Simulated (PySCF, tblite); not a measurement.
**C₅H₉GeN: geometry, infrared bands and NMR shifts**

Aim: predict the infrared bands and NMR shifts of C₅H₉GeN (`C=C=C1C[NH][GeH2][CH2]1`).

The runs use tblite 0.8.0 and PySCF 2.14.0, with density-fitted response routines of our own; the level of theory stands in each step. All values are computed, except where a source is named. Atoms count from 0, in the outputs and in this text.

## Step 1: The molecule as given

16 atoms, charge 0, multiplicity 1; geometry from: force field or distance geometry start.

Bonds of the start (Å): C0–C1 1.31, C1–C2 1.28, C2–C3 1.47, C3–N4 1.45, N4–Ge5 1.86, Ge5–C6 1.97, C6–C2 1.48, C0–H7 1.06, C0–H8 1.07, C3–H9 1.09, C3–H10 1.14, N4–H11 1.07, Ge5–H12 1.56, Ge5–H13 1.53, C6–H14 1.10, C6–H15 1.10.

## Step 2: Optimising the geometry with GFN2-xTB

The job: settings as JSON, then the geometry in Å.

```
{"job": {"kind": "relax", "xc": "GFN2-xTB", "basis": "xTB"}, "charge": 0, "multiplicity": 1}
C      2.987000    -0.213100    -0.392200
C      1.696900    -0.246200    -0.141100
C      0.438900    -0.291700     0.113400
C     -0.544700    -0.978600    -0.737300
N     -1.564100    -0.040600    -1.160500
Ge    -1.664000     1.172400     0.252300
C     -0.179200     0.387300     1.277600
H      3.324300     0.591400    -0.991900
H      3.568400    -1.005500     0.043100
H     -0.118700    -1.556800    -1.554000
H     -1.085700    -1.731700    -0.073200
H     -2.480900    -0.582400    -1.195100
H     -1.292100     2.615300    -0.200500
H     -2.985800     1.104100     1.020700
H     -0.578900    -0.358800     1.977800
H      0.471000     1.144000     1.749400
```

Command:

```bash
$ OMP_NUM_THREADS=1 python probes_run.py task.json out
```

One launch serves the whole session: the jobs run in the order shown.

**Question.** This job is followed by: GFN2-xTB harmonic vibrations, gas phase; GIAO PBE0/pcSseg-1 NMR shielding, non-relativistic, gas phase. What will the session give for the following? strongest single infrared mode (GFN2-xTB); zero-point energy (GFN2-xTB); ¹³C shifts against TMS (PBE0/pcSseg-1); ¹H shifts against TMS (PBE0/pcSseg-1, means over atoms taken as alike); ¹⁵N shifts against NH3 (PBE0/pcSseg-1); ⁷³Ge shifts against GeMe4 (PBE0/pcSseg-1); surface potential, 1st and 99th percentile.

The runs gave:

| quantity | value |
| --- | --- |
| strongest single infrared mode (GFN2-xTB) | 1952 cm⁻¹, 468 km/mol |
| zero-point energy (GFN2-xTB) | 74.8 kcal/mol |
| ¹³C shifts against TMS (PBE0/pcSseg-1) | 216.5, 105.1, 78.0, 55.3, 17.1 ppm |
| ¹H shifts against TMS (PBE0/pcSseg-1, means over atoms taken as alike) | 5.02, 4.94, 3.90, 2.15, -0.12 ppm |
| ¹⁵N shifts against NH3 (PBE0/pcSseg-1) | 19.7 ppm |
| ⁷³Ge shifts against GeMe4 (PBE0/pcSseg-1) | -57 ppm |
| surface potential, 1st and 99th percentile | -1.27 V and 1.31 V |

**Reading.** Relaxing lowered the energy by 0.557 eV in 77 steps; the close pair that moved most is N4–H11, from 1.065 to 1.008 Å. No mode is imaginary among the 42: a minimum at this level. The strongest single mode, at 1952 cm⁻¹, moves mainly H12. Unscaled tight-binding wavenumbers are off by several per cent, some by more. Its intensities can rank the bands wrongly. C1 (central carbon of an allene) lies farthest downfield among carbon, at 216.5 ppm; the central sp carbon of an allene is among the most deshielded carbons of hydrocarbons. At PBE0/pcSseg-1: The largest span, 206 ppm, is at Ge5, where the paramagnetic term is -1367 ppm. Spin-orbit coupling is left out, which matters for shieldings and couplings at and beside the heavy atoms.
